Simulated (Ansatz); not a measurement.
This script makes vertical spin-state energies of CH₂FI, SMILES FCI with Ansatz 0.2.0, Python API.

The script, `ch2fi.py`:
```python
# -*- coding: utf-8 -*-
"""Vertical spin-state energies of CH2FI."""

import ansatz

BASIS_SET = "def2-SVP"
XC = "pbe"

mol = (
    ansatz.Crystal.molecule()
    .atom("F", (1.179, 0.6784, -0.1885))
    .atom("C", (0.093, -0.1131, 0.0973))
    .atom("I", (-1.659, 0.595, -0.8833))
    .atom("H", (0.4499, -1.104, -0.235))
    .atom("H", (-0.0129, -0.1299, 1.1681))
)

setup = mol.calculation().basis(gaussian=BASIS_SET).functional(XC)
found = {}
for unpaired in [0, 2]:
    data = setup.spin("collinear", total=unpaired).run().report
    s = unpaired / 2
    found[unpaired] = data["free_energy_ev"]
    print(f"2S+1 = {unpaired + 1}: E = {found[unpaired]:.5f} eV, <S^2> = {abs(data['mean_field']['state']['spin_squared']):.3f} (pure state {s * (s + 1):.2f})")
lowest = min(found, key=found.get)
for unpaired, e in found.items():
    print(f"multiplicity {unpaired + 1}: {23.060548 * (e - found[lowest]):.1f} kcal/mol above the lowest")
```

Which spin state is lowest at this geometry, and how far above lie the others?

In order: multiplicity 1 (+0.00 eV) and multiplicity 3 (+4.50 eV), all at the one geometry.

The run itself:

`python ch2fi.py` gives:
```text
2S+1 = 1: E = -11879.40675 eV, <S^2> = 0.000 (pure state 0.00)
2S+1 = 3: E = -11874.90675 eV, <S^2> = 2.002 (pure state 2.00)
multiplicity 1: 0.0 kcal/mol above the lowest
multiplicity 3: 103.8 kcal/mol above the lowest
```

Notes:
- Total energies depend on the basis set; only differences at equal settings carry meaning.
- The geometry is a force-field or estimated start, not a minimum of this method, and the basis set is short of its limit. All parts are taken at fixed geometry, without zero-point energy.
- def2 sets replace the cores of elements past krypton by effective core potentials.
- Spin-orbit coupling, which mixes and shifts the spin states of heavy atoms, is left out.
- Timing: 5.2 s on 1 thread of Arm Neoverse V2, with other jobs on the host, peak memory 0.19 GiB.
